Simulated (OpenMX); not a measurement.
# HfIn4SiO6 under changes of volume

One of the cells (21.224 Å³/atom); the others are scaled copies at fixed shape and fractional positions:

```
Hf In Si O
1.0
     5.27743    0.00000    0.00000
    -2.63872    4.57039    0.00000
     0.00000    0.00000   10.55905
Hf In Si O
1 4 1 6
Direct
  0.00000 0.00000 0.00000
  0.33333 0.66667 0.30446
  0.33333 0.66667 0.69554
  0.66667 0.33333 0.78919
  0.66667 0.33333 0.21081
  0.33333 0.66667 0.00000
  0.30634 0.37162 0.89972
  0.62838 0.69366 0.10028
  0.62838 0.93471 0.89972
  0.06529 0.37162 0.10028
  0.06529 0.69366 0.89972
  0.30634 0.93471 0.10028
```

The cell was built by a generator and needn't be a form met in nature.

| Quantity | Value |
| --- | --- |
| Program | OpenMX 3.8.5 |
| Functional | PBE |
| Potentials or basis | OpenMX 2013 PBE set, Hf7.0-s3p2d2, In7.0-s3p2d1, Si7.0-s2p1d1, O6.0-s2p2, fixed grid of 60 × 60 × 144 points |
| k mesh | 7 × 7 × 3 |
| Occupations | fermi-dirac, width 0.05 eV |
| Spin | no spin polarisation |

| volume (Å³/atom) | energy over the lowest point (meV/atom) | gap on the mesh (eV) | largest force (eV/Å) |
| --- | --- | --- | --- |
| 19.950 | 36.25 | none | 0.865 |
| 20.375 | ? | ? | ? |
| 20.799 | 7.96 | 0.26 | 0.447 |
| 21.224 | 1.68 | 0.37 | 0.370 |
| 21.648 | 0.00 | 0.47 | 0.369 |
| 22.073 | 2.42 | 0.57 | 0.436 |
| 22.497 | 8.56 | 0.66 | 0.523 |

What does the run at 20.375 Å³/atom give?

Energy over the lowest point 19.32 meV/atom; gap on the mesh 0.15 eV; largest force 0.651 eV/Å.

Worked out: A Birch-Murnaghan fit of order 3 (a polynomial in V^(-2/3)) to the other rows has its minimum at 21.60 Å³/atom with B0 = V·E''(V) = 80 GPa and B' = 4.2 at fixed shape and positions, which overstates the stiffness. It gives 19.27 meV/atom at 20.375 Å³/atom, against the run's 19.32.

Energies are extrapolated to zero smearing.

Caveats: the basis has few d functions beyond the semicore shells, which can make volumes several per cent too large; the basis of atomic orbitals isn't converged, which shifts pressures, moduli and gaps; spin-orbit coupling is left out, which moves the levels of the heavy elements (some runs); an odd mesh through Γ misses points on the zone boundary, where band edges often lie (some runs).

A gap of «none» marks a metal or a gap under the smearing width.
